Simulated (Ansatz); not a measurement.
Write a Python script for the Ansatz DFT code, driven from Python that makes a polarisability from point charges of CH₄O₂Sn, SMILES O=[CH][SnH2][OH]. Level of theory (for the species named): Hartree-Fock, def2-SVP basis, multiplicity 1.

```xyz
8

O    -1.2091   -0.0472   -1.7734
C    -0.4614    0.7148   -1.2126
Sn    0.3203    0.1264    0.6402
O    -0.3257   -1.6223    1.1675
H    -0.1588    1.6538   -1.6742
H    -0.0539    1.3316    1.8696
H     2.1203   -0.0016    0.5210
H    -0.1396   -2.2127    0.4060
```

`run_field.py`
```python
"""Dipole of CH4O2Sn in the field of point charges."""

import ansatz as az
import numpy as np

BASIS_SET = "def2-SVP"
FUNCTIONAL = "HF"

mol = (
    az.Crystal.molecule()
    .atom("O", [-1.2091, -0.0472, -1.7734])
    .atom("C", [-0.4614, 0.7148, -1.2126])
    .atom("Sn", [0.3203, 0.1264, 0.6402])
    .atom("O", [-0.3257, -1.6223, 1.1675])
    .atom("H", [-0.1588, 1.6538, -1.6742])
    .atom("H", [-0.0539, 1.3316, 1.8696])
    .atom("H", [2.1203, -0.0016, 0.521])
    .atom("H", [-0.1396, -2.2127, 0.406])
)

job = mol.calculation()
job = job.basis(gaussian=BASIS_SET)
job = job.functional(FUNCTIONAL)
job = job.forces()
# charges +q and -q at -R and +R make a nearly even field 2 k q / R^2 at the centre
centre = np.mean([site.position_ang for site in mol.cartesian_sites], axis=0)
field = 2 * 14.399645 * 2.0 / 25.0 ** 2


def dipole(axis, sign):
    arm = 25.0 * np.eye(3)[axis]
    pair = [{"charge": sign * 2.0, "position_ang": (centre - arm).tolist()}, {"charge": -sign * 2.0, "position_ang": (centre + arm).tolist()}]
    deck = job.input().set(az.key.basis.gaussian.point_charges, pair)
    return np.array(az.Session.from_dict(deck).plan().execute().report["charge_distribution"]["dipole_moment_e_ang"])


print(f"field {field:.4f} V/A")
alpha = np.array([(dipole(axis, 1) - dipole(axis, -1)) / (2 * field) * 14.399645 for axis in range(3)])
print("polarisability tensor (A^3)")
print(np.array2string(alpha, precision=3, suppress_small=True))
print(f"mean {np.trace(alpha) / 3:.3f} A^3 = {np.trace(alpha) / 3 / 0.14818471:.2f} bohr^3")
```

```console
$ python run_field.py
field 0.0922 V/A
polarisability tensor (A^3)
[[6.492 0.335 0.724]
 [0.343 6.682 0.244]
 [0.724 0.26  6.945]]
mean 6.706 A^3 = 45.26 bohr^3
```

The geometry is a force-field or estimated start, not a minimum of this method, and the basis set is short of its limit. The field of two point charges is only nearly even. def2 sets replace the cores of elements past krypton by effective core potentials. Without diffuse functions polarisabilities are unreliable, as a rule too low, and they change with the bond lengths of this unrelaxed start. Timing: 11 s on 1 thread of Arm Neoverse V1, on a shared host, peak memory 0.22 GiB.
